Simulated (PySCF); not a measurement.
# C8H6N: the cost of one run

Programs: PySCF 2.14.0, with routines of our own; each step states its level. All values are computed. Atoms count from 0.

## 1. The system as given

15 atoms, charge 1, multiplicity 1; geometry from: GFN2-xTB.

## 2. Relaxing the molecule at B3LYP/def2-SV(P)

The job: settings as JSON, then the geometry in Å.

```
{"job": {"xc": "B3LYP", "basis": "def2-SV(P)", "grid": 1, "kind": "geom"}, "charge": 1, "multiplicity": 1}
N      3.802691    -0.730673    -0.041067
C      2.680681    -0.513456    -0.028830
C      1.278340    -0.243858    -0.014647
C      0.920265     1.110270    -0.006807
C     -0.352002     1.661993     0.006143
C     -1.585099     1.011639     0.016121
C     -1.846449    -0.353356     0.015525
C     -0.940719    -1.413090     0.003403
C      0.445316    -1.369937    -0.009416
H      1.750426     1.809719    -0.012106
H     -0.391091     2.745317     0.009726
H     -2.454853     1.658876     0.025658
H     -2.893714    -0.633713     0.026169
H     -1.377040    -2.405428     0.004666
H      0.958835    -2.326314    -0.016451
```

The run is started by

```console
> OMP_NUM_THREADS=1 python excited_run.py task.json out
```

One launch serves the whole session: the jobs run in the order shown.

**Question.** How long does this first job take on 1 thread of Arm Neoverse N1, shared host, and how much memory does it need?

About 45 s, with a peak of 0.62 GiB.
